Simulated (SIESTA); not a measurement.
**GeCN2 under changes of volume**

One of the cells (13.716 Å³/atom); the others are scaled copies at fixed shape and fractional positions:

```
Ge N C
1.0
     1.79379    1.03565    4.92196
    -1.79379    1.03565    4.92196
     0.00000   -2.07129    4.92196
Ge N C
1 2 1
Cartesian
  0.0000 0.0000 0.0000
  0.0000 0.0000 8.6219
  0.0000 0.0000 6.1440
  0.0000 0.0000 7.3829
```

The cell comes from a database or a generator and needn't be the stable form of this composition.

```yaml
Program: SIESTA 5.4.2
Functional: LDA
Potentials_or_basis: PseudoDojo 0.4 standard (LDA files)
Basis: DZP (energy shift 0.003 Ry; two zetas on semicore shells)
Grid_cutoff: 800 Ry
Energy_shift: 0.003 Ry
k_mesh: 9 × 9 × 9
Occupations: fermi-dirac, width 0.05 eV
Spin: no spin polarisation
```

```csv
volume (Å³/atom),energy over the lowest point (meV/atom),pressure (GPa),gap on the mesh (eV),largest force (eV/Å)
12.893,13.97,7.4,0.89,3.698
13.167,4.24,4.0,0.94,2.952
13.441,0.00,1.0,0.98,2.256
13.716,0.70,-1.7,1.03,1.606
13.990,5.83,-4.2,1.07,0.996
14.264,14.97,-6.4,1.10,0.426
14.538,?,?,?,?
```

**Question.** What does the run at 14.538 Å³/atom give?

**Answer.** Energy over the lowest point 27.75 meV/atom; pressure -8.5 GPa; gap on the mesh 1.13 eV; largest force 0.107 eV/Å.

Worked out: A Birch-Murnaghan fit of order 3 (a polynomial in V^(-2/3)) to the other rows has its minimum at 13.54 Å³/atom with B0 = V·E''(V) = 137 GPa and B' = 4.2 at fixed shape and positions, which overstates the stiffness. It gives 27.70 meV/atom at 14.538 Å³/atom, against the run's 27.75, and -dE/dV = -8.4 GPa, against -8.5. A straight line through the other rows of the gap, of slope 2.11 eV per unit of ln V, extrapolates to 1.15 eV, against the run's 1.13.

Energies are extrapolated to zero smearing.

Caveats: an odd mesh through Γ misses points on the zone boundary, where band edges often lie; the basis of atomic orbitals isn't converged, which shifts pressures, moduli and gaps; forces of over 1 eV/Å show positions far from the minimum, so gaps and moduli don't describe the material at rest (some runs). Spin-orbit coupling on Ge is left out.
